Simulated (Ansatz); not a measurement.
# O2Sc: the cost of one run

Computed with Ansatz 0.2.0 (the levels named in each step, unless a step's input says otherwise).

### 1 The structure to begin with

Bond lengths: O1–Sc2 1.761 Å, Sc2–O3 1.761 Å. Angles: O1–Sc2–O3 155.4°.

As a file:

```xyz
3

O    -1.7211   -0.2146    0.0153
Sc    0.0004    0.1563   -0.0012
O     1.7198   -0.2245   -0.0119
```

### 2 A rough first relaxation, PBE-D4/def2-SVP

This run stands in another session on the same molecule. It ended at:

```xyz
3

O    -1.5885   -0.3427    0.0153
Sc    0.0012    0.4116   -0.0032
O     1.5865   -0.3518   -0.0099
```

### 3 Relaxation, PBE0-D4/def2-TZVPP

This run stands in another session on the same molecule. It ended at:

```xyz
3

O    -1.6281   -0.3094    0.0153
Sc    0.0010    0.3454   -0.0027
O     1.6264   -0.3188   -0.0104
```

### 4 Frequencies, PBE0-D4/def2-TZVPP

Contents of input.yaml:

```yaml
crystal:
  periodic: [false, false, false]
  atoms:
    - { symbol: O, position_ang: [-1.62814874, -0.30943235, 0.01531987] }
    - { symbol: Sc, position_ang: [0.00096376, 0.3453685, -0.00269419] }
    - { symbol: O, position_ang: [1.62635498, -0.31880615, -0.01042567] }
magnetization:
  spin_polarized: true
  initial_magnetization: 1
basis:
  gaussian: { orbitals: def2-TZVPP }
hamiltonian:
  xc: pbe0
  dispersion: d4
phonons: {}
```

Command:

```bash
$ ansatz run input.yaml --threads 4 --pin off --max-ram 10240MiB --backend cpu --events-out ev --progress --plain --runs-dir out
```

**Question.** How long does this run take on 4 threads of Arm Neoverse V2, shared host, and how much memory does it need?

About 10 s, with a peak of 0.28 GiB.
